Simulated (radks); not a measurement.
# Xe with its nuclear charge varied continuously

What is the energy between the elements? 54 electrons are held in [Xe] while Z is changed in small steps.

The numbers are computed with radks (a radial shooting solver on a logarithmic mesh, Libxc functionals) version 1 (scalar-relativistic Kohn-Sham, PBE, spin-polarised, spherical densities, finite nucleus), except any that are marked as measured or tabulated.

**1. What is computed**

* element: xenon (Z = 54)
* charge: 0
* electrons: 54
* configuration: [Xe]
* nuclear rms radius: 4.7859 fm

The outer shells:

Xe
```
[Kr] core
4d [↑↓][↑↓][↑↓][↑↓][↑↓]
5s [↑↓]
5p [↑↓][↑↓][↑↓]
```

**2. Z = 54**

Settings of this run:

```text
Z 54
configuration [Xe]
relativity scalar-relativistic
functional pbe,pbe
spin polarised
nucleus finite rms 4.7859 fm
c 137.035999084
```

**3. Z = 53.75**

Settings, as their differences from step 2:

```diff
@@ -1,2 +1,2 @@
-Z 54
+Z 53.75
 configuration [Xe]
```

**4. Z = 54.25**

Settings, as their differences from step 3:

```diff
@@ -1,2 +1,2 @@
-Z 53.75
+Z 54.25
 configuration [Xe]
```

**5. Z = 54.5**

Settings, as their differences from step 4:

```diff
@@ -1,2 +1,2 @@
-Z 54.25
+Z 54.5
 configuration [Xe]
```

**6. Z = 54.75**

Settings, as their differences from step 5:

```diff
@@ -1,2 +1,2 @@
-Z 54.5
+Z 54.75
 configuration [Xe]
```

**7. Z = 55**

Settings, as their differences from step 6:

```diff
@@ -1,2 +1,2 @@
-Z 54.75
+Z 55
 configuration [Xe]
```

What does the calculation give? Wanted: for each run, Z; E; E(electron-nucleus)/Z; highest level; its energy; <r>.

As calculated:

```tsv
Z	E (hartree)	E(electron-nucleus)/Z (hartree)	highest level	its energy (eV)	<r> (bohr)
53.75	-7363.53359	-331.626	5p	-5.949	2.391
54	-7447.03737	-333.780	5p	-8.235	2.313
54.25	-7531.0852	-335.933	5p	-10.658	2.244
54.5	-7615.6771	-338.087	5p	-13.209	2.181
54.75	-7700.8134	-340.242	5p	-15.882	2.124
55	-7786.4944	-342.398	5p	-18.671	2.071
```

At Z = 54 the central difference of E is -335.103 hartree, against -333.780 from the Hellmann-Feynman theorem; the scalar-relativistic energy here is not variational, so the two differ by a part that grows with Z. The top level goes from -5.949 eV at Z = 53.75 to -18.671 eV at Z = 55.
